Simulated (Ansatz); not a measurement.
# Zr3SnO8: the band gap up the ladder of functionals

An exercise on one series of results from a longer session: the logs are not shown, and one member is left open.

Code: Ansatz 0.2.0. PAW datasets, plane waves. All values are calculated for a non-magnetic cell, which may be hypothetical.

### The structure to begin with

The cell was relaxed beforehand with r2SCAN.

It is orthorhombic, Cmmm (No. 65); conventional cell a = 6.831 Å, b = 6.872 Å, c = 6.489 Å, 12.69 Å³ an atom. Near Zr stand 6 O at 2.09–2.12 Å; near Zr stand 6 O at 2.10 Å; near O stand 3 Zr at 2.09–2.10 Å; near O stand 1 Sn at 2.08 Å and 2 Zr at 2.10–2.12 Å; near Sn stand 6 O at 2.07–2.08 Å.

Coordinates:

```
CELL_PARAMETERS angstrom
3.41561 -3.43593 0.00000
3.41561 3.43593 0.00000
0.00000 0.00000 6.48950
ATOMIC_POSITIONS crystal
Zr 0.50000 0.50000 0.00000
Zr 0.00000 0.00000 0.74873
O 0.19376 0.19376 0.00000
O 0.80624 0.80624 0.00000
O 0.69372 0.30628 0.74636
O 0.30628 0.69372 0.74636
Sn 0.50000 0.50000 0.50000
Zr 0.00000 0.00000 0.25127
O 0.19737 0.19737 0.50000
O 0.80263 0.80263 0.50000
O 0.69372 0.30628 0.25364
O 0.30628 0.69372 0.25364
```

The first run:

The input, input.yaml:

```yaml
crystal:
  lattice:
    - [3.4156116081, -3.4359306695, 0.0]
    - [3.4156116081, 3.4359306695, 0.0]
    - [0.0, 0.0, 6.4894971586]
  atoms:
    - { symbol: Zr, position: [0.5, 0.5, 0.0] }
    - { symbol: Zr, position: [0.0, 0.0, 0.7487261535] }
    - { symbol: O, position: [0.1937581539, 0.1937581539, 0.0] }
    - { symbol: O, position: [0.8062418461, 0.8062418461, 0.0] }
    - { symbol: O, position: [0.6937218241, 0.3062781759, 0.7463627032] }
    - { symbol: O, position: [0.3062781759, 0.6937218241, 0.7463627032] }
    - { symbol: Sn, position: [0.5, 0.5, 0.5] }
    - { symbol: Zr, position: [0.0, 0.0, 0.2512738465] }
    - { symbol: O, position: [0.1973704823, 0.1973704823, 0.5] }
    - { symbol: O, position: [0.8026295177, 0.8026295177, 0.5] }
    - { symbol: O, position: [0.6937218241, 0.3062781759, 0.2536372968] }
    - { symbol: O, position: [0.3062781759, 0.6937218241, 0.2536372968] }
kpoints:
  mp_grid: { grid: [6, 6, 4] }
  band_path:
    path:
      - [[0.0, 0.0, 0.0], [-0.5, 0.5, 0.0], [-0.4970518932237, 0.5029481067763, 0.0]]
      - [[0.4970518932237, 0.4970518932237, 0.0], [0.0, 0.0, 0.0], [0.0, 0.0, 0.5], [0.4970518932237, 0.4970518932237, 0.5]]
      - [[-0.4970518932237, 0.5029481067763, 0.5], [-0.5, 0.5, 0.5], [-0.5, 0.5, 0.0]]
      - [[0.0, 0.0, 0.0], [-2.486257458674e-17, 0.5, 0.0], [-2.486257458674e-17, 0.5, 0.5], [0.0, 0.0, 0.5], [-0.5, 0.5, 0.5]]
    npoints: 10
hamiltonian:
  xc: pbe
scf:
  occupations: { method: fermi_dirac, width: 0.02 }
  n_extra_bands: 7
output:
  forces: true
  stress: true
  eigenvalues: true
```

Among the steps run: PBE bands along the symmetry lines; Single point with r2SCAN; Single point with HSE06; Single point with PBE+SOC; PBE0 at the same geometry.

One of the session's tables, all rows but one given; the rest of the session is left out.

```
  level  gap (eV)
    PBE      2.76
 r2SCAN      3.33
  HSE06         ?
PBE+SOC      2.77
   PBE0      5.14
```

Estimate the missing values for HSE06.

As computed: gap (eV): 4.39. In the column «gap (eV)» it lies between r2SCAN (3.33) and PBE0 (5.14).

Meshes: PBE 6×6×4, r2SCAN 6×6×4, HSE06 4×4×2, PBE+SOC 6×6×4, PBE0 4×4×2

In words: The gap runs from 2.76 eV (PBE) to 5.14 eV (PBE0). Against HSE06, PBE is short by 1.63 eV, at 63 % of it, and r2SCAN 76 %. PBE0 lies 0.76 eV above HSE06, which differs from it by screening the long-range exchange.

To keep in mind: Warnings in the runs' records: stress scf threshold loose, stress exchange threshold loose.
